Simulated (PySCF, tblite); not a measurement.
# C₇H₄F₂O: geometry, infrared bands and NMR shifts

What infrared bands and NMR shifts should C₇H₄F₂O (`O=C(F)c1cccc(F)c1`) show?

Programs: tblite 0.8.0 and PySCF 2.14.0, with density-fitted response routines of our own. Each step states its level of theory. These are calculated values for one molecule in the gas phase, unless marked as measured. Atoms count from 0, in the outputs and in this text.

**1. The molecule as given**

14 atoms, charge 0, multiplicity 1; geometry from: force field or distance geometry start.

Bonds of the start (Å): O0–C1 1.29, C1–F2 1.36, C1–C3 1.45, C3–C4 1.39, C4–C5 1.39, C5–C6 1.39, C6–C7 1.38, C7–F8 1.34, C7–C9 1.39, C9–C3 1.37, C4–H10 1.08, C5–H11 1.10, C6–H12 1.09, C9–H13 1.10.

**2. Relaxing the molecule with GFN2-xTB**

The job: settings as JSON, then the geometry in Å.

```
{"job": {"kind": "relax", "xc": "GFN2-xTB", "basis": "xTB"}, "charge": 0, "multiplicity": 1}
O      2.906300    -1.151000     0.047300
C      2.332600     0.002900    -0.035800
F      3.080100     1.131400    -0.109800
C      0.879100    -0.010400    -0.018300
C      0.171300    -1.201500     0.087700
C     -1.217400    -1.211300     0.092900
C     -1.897200    -0.001900     0.014600
C     -1.206200     1.194600    -0.068000
F     -1.924200     2.319300    -0.142800
C      0.181800     1.172100    -0.081300
H      0.656200    -2.165500     0.140900
H     -1.744500    -2.171800     0.169700
H     -2.982400    -0.008100     0.040000
H      0.763900     2.100600    -0.159300
```

Run with:

```console
$ OMP_NUM_THREADS=1 python probes_run.py task.json out
```

The driver reads the jobs from task.json and runs them one after another.

**Question.** This job is followed by: GFN2-xTB harmonic vibrations, gas phase; GIAO PBE0/pcSseg-1 NMR shielding, non-relativistic, gas phase. What will the session give for the following? strongest single infrared mode (GFN2-xTB); zero-point energy (GFN2-xTB); ¹³C shifts against TMS (PBE0/pcSseg-1); ¹H shifts against TMS (PBE0/pcSseg-1); ¹⁷O shifts against H2O (PBE0/pcSseg-1); ¹⁹F shifts against CFCl3 (PBE0/pcSseg-1).

**Answer**, as computed:

```
                                 quantity                                                value
strongest single infrared mode (GFN2-xTB)                                1829 cm⁻¹, 510 km/mol
             zero-point energy (GFN2-xTB)                                        57.0 kcal/mol
   ¹³C shifts against TMS (PBE0/pcSseg-1)  172.7, 164.9, 136.2, 135.4, 132.1, 129.1, 125.6 ppm
    ¹H shifts against TMS (PBE0/pcSseg-1)                           8.37, 8.12, 7.86, 7.69 ppm
   ¹⁷O shifts against H2O (PBE0/pcSseg-1)                                            433.5 ppm
 ¹⁹F shifts against CFCl3 (PBE0/pcSseg-1)                                     19.1, -113.2 ppm
```

In words: The optimisation took 22 steps and gained 0.639 eV; among the close pairs (by a distance rule), O0–C1 changed most, from 1.291 to 1.184 Å. No mode is imaginary among the 36: a minimum at this level. The strongest single mode, at 1829 cm⁻¹, moves mainly C1 and O0. GFN2-xTB is a fitted tight-binding method: band positions and strengths are rough. Its intensities can rank the bands wrongly. At PBE0/pcSseg-1: The largest span, 617 ppm, is at O0, where the paramagnetic term is -499 ppm. NICS(1)zz of -27 ppm above the planar ring from C3 marks a diatropic (aromatic) ring current.
